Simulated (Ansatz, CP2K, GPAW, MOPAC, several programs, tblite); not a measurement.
CsPbI2Br (P4/mmm) from semi-empirical methods to plane-wave DFT

CsPbI2Br (P4/mmm) from a database of computed structures, relaxed with r2SCAN in Ansatz, was computed with several methods. The symmetry is P4/mmm (No. 123, tetragonal); conventional cell a = 6.365 Å, c = 5.924 Å, 48.00 Å³ an atom. Cs has 8 I at 4.35 Å; Pb has 2 Br at 2.96 Å and 4 I at 3.18 Å; I has 2 Pb at 3.18 Å and 4 Cs at 4.35 Å; Br has 2 Pb at 2.96 Å. No spin polarisation and no zero-point or thermal motion.

Space group P4/mmm (No. 123). a = 6.365 Å, b = 6.365 Å, c = 5.924 Å, α = 90.00°, β = 90.00°, γ = 90.00°
```tsv
atom	site	symmetry	x	y	z
Cs	1d	4/mmm	0.5000	0.5000	0.5000
Pb	1a	4/mmm	0.0000	0.0000	0.0000
I	2f	mmm.	0.0000	0.5000	0.0000
Br	1b	4/mmm	0.0000	0.0000	0.5000
```

Gaps and times are for a single point on this cell; volume and bulk modulus come from each method's own relaxation or energy curve at fixed shape, which is too stiff where a cell has free coordinates or axes. Times are rough, from shared hosts (Arm Neoverse V1), and each method has its own mesh and cell size. A double dagger marks a value from a curve with shape and coordinates held. GFN1-xTB (tblite): levels, charges or heat of formation failed a check of plausibility, so no values are given. PM6 (MOPAC), PM7 (MOPAC), GFN1-xTB (tblite), GFN2-xTB (tblite) treat a cluster of cells at its zone centre, which samples few k points: where these miss a band edge, the gap comes out too large for that reason alone. Gaps from k meshes are read at a limited set of points (mesh, symmetry points, PBE's band edges), so each method's own least gap may be somewhat smaller. xTB and the PM methods were fitted mostly to molecules, and can miss a solid's gap by electronvolts. Minimal bases can be far off for gaps. GLLB-SC's gap includes the derivative discontinuity. d marks a direct gap, i an indirect one (no mark: not told apart), a dash a value that wasn't computed or didn't pass its checks.

```tsv
method	kind	gap (eV)	own volume (Å³/atom)	bulk modulus (GPa)	atoms computed	processor time
GFN1-xTB (tblite)	tight binding	–	–	–	40	1.6 s
GFN2-xTB (tblite)	tight binding	3.32	–	–	40	2.4 s
PM6 (MOPAC)	semi-empirical	3.68	–	–	40	2.9 s
PM7 (MOPAC)	semi-empirical	6.73	–	–	40	3.1 s
light PBE (260 eV and a coarse mesh)	light plane-wave	1.38 d	–	–	5	3.4 s
PBE/SZV (CP2K)	small basis	1.38 d	51.68‡	17‡	5	11 s
PBE	semilocal	1.42 d	49.45	16‡	5	13 s
PBE/DZVP (CP2K)	small basis	1.38 d	49.28‡	16‡	5	20 s
r2SCAN	semilocal	1.75 d	48.00	18‡	5	31 s
GLLB-SC (GPAW)	model potential	2.48	–	–	5	94 s
```

Against r2SCAN (1.75 eV) and with closed or daggered gaps left aside, the nearest gap at the points sampled is that of PBE (-0.33 eV) and the farthest that of PM7 (MOPAC) (+4.98 eV). r2SCAN is only a yardstick of convenience: semilocal gaps usually lie below measured ones, which GLLB-SC and hybrids aim to mend.

Volumes against r2SCAN's: PBE +3.0 %.

Spin-orbit coupling is left out; in compounds of Pb, Bi, Tl or Hg it can lower a gap by up to about 1 eV, split its edges or invert the bands.
